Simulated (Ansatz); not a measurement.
**C₃H₉Bi: how energies converge with the basis set**

The task here is to estimate one member of a computed series from the others.

Computed with Ansatz 0.2.0, Gaussian basis. Level: one geometry, several basis sets.

The runs, in order: PBE0-D4/def2-SVP; ωB97M-V/def2-SVP; PBE0-D4/def2-QZVPP; ωB97M-V/def2-QZVPP; the functionals' def2-TZVPP values are taken from earlier runs.

## The geometry

The geometry comes from an earlier relaxation with PBE0-D4 in a triple-zeta def2 set; it is a stationary point, not always the lowest conformer. Bi takes the def2 core potential; no spin-orbit term is included.

SMILES `[CH3][Bi]([CH3])[CH3]`, 13 atoms, charge 0, spin multiplicity 1.

Atoms are counted from 1 here; the program's logs count them from 0.

Bond lengths: C1–Bi2 2.253 Å, C1–H5 1.090 Å, C1–H6 1.090 Å, C1–H7 1.090 Å, Bi2–C3 2.253 Å, Bi2–C4 2.253 Å, C3–H8 1.090 Å, C3–H9 1.090 Å, C3–H10 1.090 Å, C4–H11 1.090 Å, C4–H12 1.090 Å, C4–H13 1.090 Å. Angles: Bi2–C1–H5 109.4°, Bi2–C1–H6 109.2°, Bi2–C1–H7 109.4°, H5–C1–H6 109.7°, H5–C1–H7 109.3°, H6–C1–H7 109.7°, C1–Bi2–C3 93.1°, C1–Bi2–C4 93.1°, C3–Bi2–C4 93.1°, Bi2–C3–H8 109.2°, Bi2–C3–H9 109.4°, Bi2–C3–H10 109.4°, H8–C3–H9 109.7°, H8–C3–H10 109.7°, H9–C3–H10 109.3°, Bi2–C4–H11 109.4°, Bi2–C4–H12 109.4°, Bi2–C4–H13 109.2° and more.

Geometry (Å):

```xyz
13
charge 0, multiplicity 1
C    -1.11742    1.49919   -0.25181
Bi    0.65447    0.34490   -1.03013
C     1.59001    0.16345    1.01182
C    -0.40420   -1.63676   -0.85703
H    -0.80888    2.51562   -0.00609
H    -1.50259    1.00547    0.64015
H    -1.89267    1.53354   -1.01766
H     0.82946   -0.14771    1.72769
H     2.00287    1.12785    1.30878
H     2.39034   -0.57626    0.97976
H     0.31978   -2.44525   -0.96150
H    -1.15180   -1.71879   -1.64638
H    -0.88876   -1.69994    0.11710
```

Set-up of the first run:

in.yaml reads:

```yaml
crystal:
  periodic: [false, false, false]
  atoms:
    - {symbol: C, position_ang: [-1.117420, 1.499190, -0.251814]}
    - {symbol: Bi, position_ang: [0.654468, 0.344902, -1.030132]}
    - {symbol: C, position_ang: [1.590009, 0.163445, 1.011825]}
    - {symbol: C, position_ang: [-0.404199, -1.636761, -0.857032]}
    - {symbol: H, position_ang: [-0.808880, 2.515618, -0.006092]}
    - {symbol: H, position_ang: [-1.502589, 1.005465, 0.640152]}
    - {symbol: H, position_ang: [-1.892669, 1.533540, -1.017664]}
    - {symbol: H, position_ang: [0.829456, -0.147708, 1.727694]}
    - {symbol: H, position_ang: [2.002866, 1.127849, 1.308779]}
    - {symbol: H, position_ang: [2.390336, -0.576258, 0.979764]}
    - {symbol: H, position_ang: [0.319782, -2.445247, -0.961499]}
    - {symbol: H, position_ang: [-1.151805, -1.718793, -1.646381]}
    - {symbol: H, position_ang: [-0.888756, -1.699942, 0.117101]}
basis:
  gaussian: {orbitals: def2-SVP}
hamiltonian: {xc: pbe0, dispersion: d4}
output: {orbitals: {seedname: orbitals}}
```

Steps of the session up to this table: PBE0-D4 in def2-SVP; ωB97M-V in def2-SVP; PBE0-D4 in def2-QZVPP; ωB97M-V in def2-QZVPP.

One table of the session follows, with a row left open; its other results are not shown here.

It belongs to the step «Functionals by basis». 

```
functional       basis  HOMO (eV)  LUMO (eV)
   PBE0-D4    def2-SVP          ?          ?
   PBE0-D4  def2-TZVPP      -6.56       0.20
   PBE0-D4  def2-QZVPP      -6.57       0.08
   ωB97M-V    def2-SVP      -8.52       2.28
   ωB97M-V  def2-TZVPP      -8.61       1.63
   ωB97M-V  def2-QZVPP      -8.62       1.35
```

**Question.** Estimate the row for PBE0-D4, def2-SVP.

The run gave: HOMO (eV): -6.49; LUMO (eV): 0.58. In the column «HOMO (eV)» it is the highest.
